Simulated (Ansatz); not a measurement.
# Ga2HSi: the cost of one run

The runs use Ansatz 0.2.0, Gaussian basis; UKS PBE0/def2-TZVP.

## Step 1: Where the work starts

4 atoms, charge 0, spin multiplicity 2.

Atoms are counted from 1 here; the program's logs count them from 0.

Bond lengths: Ga1–Si2 2.619 Å, Si2–Ga3 2.619 Å. Angles: Ga1–Si2–Ga3 111.3°.

Geometry (Å):

| atom | x (Å) | y (Å) | z (Å) |
| --- | --- | --- | --- |
| Ga1 | -2.16175 | 0.25066 | 0.00010 |
| Si2 | -0.00626 | -1.23733 | -0.00312 |
| Ga3 | 2.16418 | 0.22876 | 0.00111 |
| H4 | 0.00665 | 1.31381 | 0.00332 |

The start was built by rule and, where that kept it together, relaxed with GFN2-xTB. Sticks and bond lists go by distance. No spin-orbit coupling is included. 

## Step 2: Relaxation

Contents of in.yaml:

```yaml
crystal:
  periodic: [false, false, false]
  atoms:
    - {symbol: Ga, position_ang: [-2.161749, 0.250656, 0.000099]}
    - {symbol: Si, position_ang: [-0.006261, -1.237326, -0.003123]}
    - {symbol: Ga, position_ang: [2.164175, 0.228765, 0.001111]}
    - {symbol: H, position_ang: [0.006648, 1.313813, 0.003316]}
basis:
  gaussian: {orbitals: def2-TZVP}
magnetization: {spin_polarized: true, initial_magnetization: 1}
hamiltonian: {xc: pbe0}
relax: {f_tol: 0.004, max_steps: 80}
```

The run is started by

```console
$ ansatz run in.yaml --threads 1 --pin off --events-out ev --progress --plain --max-ram 2176MiB
```

**Question.** How long does this run take on 1 thread of Intel Xeon Platinum 8488C, shared host, and how much memory does it need?

About 4.2 min, with a peak of 0.5 GiB.
